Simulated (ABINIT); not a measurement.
# SrTiO3 (Pm-3m) in ABINIT: a series of runs, part 2 of 2

ABINIT 10.8.3 (patched build). Earlier steps stand in the parts before.

### 4 Relaxation of cell and atoms, PBE

File run.abi:

```
pp_dirpath "./"
pseudos "O.upf, Sr.upf, Ti.upf"

acell 3*1.0
rprim
     7.3699318860     0.0000000000     0.0000000000
     0.0000000000     7.3699318860     0.0000000000
     0.0000000000     0.0000000000     7.3699318860
ntypat 3
znucl 8 38 22
natom 5
typat 1 1 1 2 3
xred
     0.5000000000     0.5000000000     0.0000000000
     0.5000000000     0.0000000000     0.5000000000
     0.0000000000     0.5000000000     0.5000000000
     0.0000000000     0.0000000000     0.0000000000
     0.5000000000     0.5000000000     0.5000000000
chkprim 0
chksymtnons 0
tolsym 1.0e-6

ecut 42.0

kptopt 1
ngkpt 7 7 7
nshiftk 1
shiftk 0.0 0.0 0.0

ixc 11

nband 24
occopt 3
tsmear 0.05 eV

nstep 100
tolvrs 1.0e-10

iomode 3
prtwf 0
prtden 0
prteig 0
prtebands 0
enunit 1

ionmov 22
ntime 60
tolmxf 0.0001
optcell 2
dilatmx 1.08
ecutsm 0.5
```

Potentials or basis: PseudoDojo NC SR PBE v0.4.1 standard.

On the command line:

```bash
> abinit run.abi > log 2>&1
```

run.abo:

```text
.Version 10.8.3 of ABINIT
 Symmetries : space group Pm -3 m (#221); Bravais cP (primitive cubic)
================================================================================
 Values of the parameters that define the memory need of the present run
     intxc =       0    ionmov =      22      iscf =       7    lmnmax =       6
     lnmax =       6     mgfft =      48  mpssoang =       3    mqgrid =    3001
     natom =       5  nloc_mem =       1    nspden =       1   nspinor =       1
    nsppol =       1      nsym =      48    n1xccc =    2501    ntypat =       3
    occopt =       3   xclevel =       2
       mpw =        6583          nfft =      110592          nkpt =          20
================================================================================
================================================================================

--------------------------------------------------------------------------------
------------- Echo of variables that govern the present computation ------------
--------------------------------------------------------------------------------
 -outvars: echo values of preprocessed input variables --------
            acell      1.0000000000E+00  1.0000000000E+00  1.0000000000E+00 Bohr
              amu      1.59994000E+01  8.76200000E+01  4.78800000E+01
          chkprim           0
      chksymtnons           0
          dilatmx      1.08000000E+00
             ecut      4.20000000E+01 Hartree
           ecutsm      5.00000000E-01 Hartree
           enunit           1
           ionmov          22
              ixc          11
         kptrlatt        7    0    0      0    7    0      0    0    7
          kptrlen      5.15895232E+01
            natom           5
            nband          24
            ngfft          48      48      48
             nkpt          20
            nstep         100
             nsym          48
            ntime          60
           ntypat           3
           occopt           3
          optcell           2
           prtden           0
        prtebands           0
           prteig           0
            prtwf           0
            rprim      7.3699318860E+00  0.0000000000E+00  0.0000000000E+00
                       0.0000000000E+00  7.3699318860E+00  0.0000000000E+00
[... 598 lines left out ...]
    2     -0.00000000000000    -0.00000000000000    -0.00000000000000
    3     -0.00000000000000    -0.00000000000000    -0.00000000000000
    4     -0.00000000000000    -0.00000000000000    -0.00000000000000
    5     -0.00000000000000    -0.00000000000000    -0.00000000000000
 frms,max,avg= 0.0000000E+00 0.0000000E+00   0.000E+00  0.000E+00  0.000E+00 e/A
 length scales=  7.433050754503  7.433050754503  7.433050754503 bohr
              =  3.933401064100  3.933401064100  3.933401064100 angstroms
 Fermi (or HOMO) energy (eV) =   7.62480   Average Vxc (eV)= -11.32158
 Eigenvalues (   eV  ) for nkpt=  20  k points:
 kpt#   1, nband= 24, wtk=  0.00292, kpt=  0.0000  0.0000  0.0000 (reduced coord)
 -49.79928  -26.09598  -26.05798  -26.05798  -26.05798  -10.59164   -9.62717   -9.62717
  -8.07742   -8.07742   -8.07742    3.89692    3.89692    3.89692    5.56132    5.56132
   5.56132    6.32489    6.32489    6.32489    8.55830    8.55830    8.55830   10.92663
 prteigrs : prtvol=0 or 1, do not print more k-points.

--- !EnergyTerms
iteration_state     : {dtset: 1, itime: 4, icycle: 1, }
comment             : Components of total free energy in Hartree
kinetic             :  6.53346570005985E+01
hartree             :  3.05050656086617E+01
xc                  : -2.97379899055865E+01
Ewald energy        : -1.05486196400406E+02
psp_core            :  4.49109762137822E+00
local_psp           : -1.06935458101879E+02
non_local_psp       : -1.71295210590089E+00
internal            : -1.43541776283133E+02
'-kT*entropy'       : -2.67867303997154E-11
total_energy        : -1.43541776283160E+02
total_energy_eV     : -3.90597071687526E+03
band_energy         : -1.23741244053570E+01
...

 Cartesian components of stress tensor (hartree/bohr^3)
  sigma(1 1)= -3.36682383E-08  sigma(3 2)=  0.00000000E+00
  sigma(2 2)= -3.36682383E-08  sigma(3 1)=  0.00000000E+00
  sigma(3 3)= -3.36682383E-08  sigma(2 1)=  0.00000000E+00

-Cartesian components of stress tensor (GPa)         [Pressure=  9.9055E-04 GPa]
- sigma(1 1)= -9.90553771E-04  sigma(3 2)=  0.00000000E+00
- sigma(2 2)= -9.90553771E-04  sigma(3 1)=  0.00000000E+00
- sigma(3 3)= -9.90553771E-04  sigma(2 1)=  0.00000000E+00

== END DATASET(S) ==============================================================
================================================================================

 -outvars: echo values of variables after computation  --------
            acell      7.4330507545E+00  7.4330507545E+00  7.4330507545E+00 Bohr
           etotal     -1.4354177628E+02
            fcart     -0.0000000000E+00 -0.0000000000E+00 -0.0000000000E+00
                      -0.0000000000E+00 -0.0000000000E+00 -0.0000000000E+00
                      -0.0000000000E+00 -0.0000000000E+00 -0.0000000000E+00
                      -0.0000000000E+00 -0.0000000000E+00 -0.0000000000E+00
                      -0.0000000000E+00 -0.0000000000E+00 -0.0000000000E+00
           strten     -3.3668238338E-08 -3.3668238338E-08 -3.3668238347E-08
                       0.0000000000E+00  0.0000000000E+00  0.0000000000E+00
           xangst      1.9667005321E+00  1.9667005321E+00  0.0000000000E+00
                       1.9667005321E+00  0.0000000000E+00  1.9667005321E+00
                       0.0000000000E+00  1.9667005321E+00  1.9667005321E+00
                       0.0000000000E+00  0.0000000000E+00  0.0000000000E+00
                       1.9667005321E+00  1.9667005321E+00  1.9667005321E+00
             xred      5.0000000000E-01  5.0000000000E-01  0.0000000000E+00
                       5.0000000000E-01  0.0000000000E+00  5.0000000000E-01
                       0.0000000000E+00  5.0000000000E-01  5.0000000000E-01
                       0.0000000000E+00  0.0000000000E+00  0.0000000000E+00
                       5.0000000000E-01  5.0000000000E-01  5.0000000000E-01
 Calculation completed.
```

It took 15 min on 1 thread of AMD EPYC 7R43 (Zen 3), shared host; peak memory 0.13 GiB.

Results:

```
Free energy                                           : -3905.9707 eV
Relaxed volume                                        : 12.17 Å³/atom
Relaxed cell                                          : a = 3.933 Å, b = 3.933 Å, c = 3.933 Å, α = 90.00°, β = 90.00°, γ = 90.00°
Space group after relaxing (to 0.05 Å)                : Pm-3m (No. 221)
Energy gained by relaxing                             : 4.3 meV/atom
Ionic steps                                           : 4
Pressure after relaxing                               : 0.0 GPa
Band gap on the k mesh                                : 1.93 eV, indirect (least direct gap 2.23 eV)
Valence electrons inside the program's atomic spheres : O 6.24; Sr 6.75; Ti 9.41
```

Step by step:
```tsv
step	energy change (eV)	largest force (eV/Å)	pressure (GPa)	volume (Å³)
1	0.0000	0.0000	4.62	59.32
2	-0.0173	0.0000	2.01	60.16
3	-0.0216	0.0000	0.07	60.83
4	-0.0217	0.0000	0.00	60.86
```

Final structure:
```
O Sr Ti
1.0
     3.93340    0.00000    0.00000
     0.00000    3.93340    0.00000
     0.00000    0.00000    3.93340
O Sr Ti
3 1 1
Direct
  0.50000 0.50000 0.00000
  0.50000 0.00000 0.50000
  0.00000 0.50000 0.50000
  0.00000 0.00000 0.00000
  0.50000 0.50000 0.50000
```

Levels at points of the mesh, in eV from the valence-band top:
```
           k point  band 17  band 18  band 19  band 20  band 21  band 22  band 23  band 24
(0.00, 0.00, 0.00)    -1.07    -0.30    -0.30    -0.30     1.93     1.93     1.93     4.30
```

Caveat: an odd mesh through Γ misses points on the zone boundary, where band edges often lie.

### 5 Single point, PBE (cell relaxed)

File run.abi:

```
# Pseudopotentials
pp_dirpath "./"
pseudos "O.upf, Sr.upf, Ti.upf"

# Structure
acell 3*1.0
rprim
     7.4330507606     0.0000000000     0.0000000000
     0.0000000000     7.4330507606     0.0000000000
     0.0000000000     0.0000000000     7.4330507606
ntypat 3
znucl 8 38 22
natom 5
typat 1 1 1 2 3
xcart
     3.7165253803     3.7165253803     0.0000000000
     3.7165253803     0.0000000000     3.7165253803
     0.0000000000     3.7165253803     3.7165253803
     0.0000000000     0.0000000000     0.0000000000
     3.7165253803     3.7165253803     3.7165253803
chkprim 0
chksymtnons 0
tolsym 1.0e-6

# Plane-wave basis
ecut 1142.878222 eV

# k points
kptopt 1
ngkpt 6 6 6
nshiftk 1
shiftk 0.0 0.0 0.0

# Exchange and correlation
ixc 11

# Bands and occupations
nband 24
occopt 3
tsmear 0.00183747

# SCF cycle
nstep 100
tolvrs 1.0e-10

# Output
iomode 3
prtwf 0
prtden 0
prteig 0
prtebands 0
enunit 2
prtvol 2
```

On the command line:

```bash
> abinit run.abi > log 2>&1
```

It took 3.9 min on 1 thread of AMD EPYC 7R43 (Zen 3), shared host; peak memory 0.11 GiB.

Results (log left out):

```
Free energy                                           : -3905.9702 eV
Pressure                                              : 0.0 GPa
Band gap on the k mesh                                : 1.87 eV, indirect (least direct gap 2.23 eV)
Valence electrons inside the program's atomic spheres : O 6.24; Sr 6.74; Ti 9.41
```

Levels at points of the mesh, in eV from the valence-band top:
| k point | band 18 | band 19 | band 20 | band 21 | band 22 | band 23 |
| --- | --- | --- | --- | --- | --- | --- |
| (0.00, 0.00, 0.00) | -0.37 | -0.37 | -0.37 | 1.87 | 1.87 | 1.87 |
| (0.50, 0.00, 0.00) | -1.90 | -0.73 | -0.73 | 2.02 | 3.72 | 3.72 |
| (0.50, 0.50, 0.00) | -1.53 | -1.53 | -0.08 | 3.72 | 3.72 | 4.18 |
| (0.50, 0.50, 0.50) | 0.00 | 0.00 | 0.00 | 4.38 | 4.38 | 4.38 |

### 6 Overview

```csv
task,level,potentials or basis,cell,k mesh,cell freedom (optcell),cutoff smearing ecutsm (Ha),optimiser (ionmov),force stop (Ha/bohr),gap on the mesh (eV),pressure (GPa),relaxed volume (Å³/atom)
relaxation of cell and atoms,LDA,PseudoDojo NC SR LDA v0.4.1 standard,relaxed,7 × 7 × 7,2,0.5,2,5e-05,1.95,0.0,11.43
single point,LDA,PseudoDojo NC SR LDA v0.4.1 standard,cell relaxed,6 × 6 × 6,-,-,-,-,1.88,0.0,-
relaxation of cell and atoms,PBE,PseudoDojo NC SR PBE v0.4.1 standard,relaxed,7 × 7 × 7,2,0.5,22,0.0001,1.93,0.0,12.17
single point,PBE,PseudoDojo NC SR PBE v0.4.1 standard,cell relaxed,6 × 6 × 6,-,-,-,-,1.87,0.0,-
```

Alike in all rows: no spin polarisation; cutoff (eV) 1143; smearing fermi-dirac 0.05 eV.

Caveats: an odd mesh through Γ misses points on the zone boundary, where band edges often lie (some runs).

Absolute energies hang on the potentials; compare differences alone.
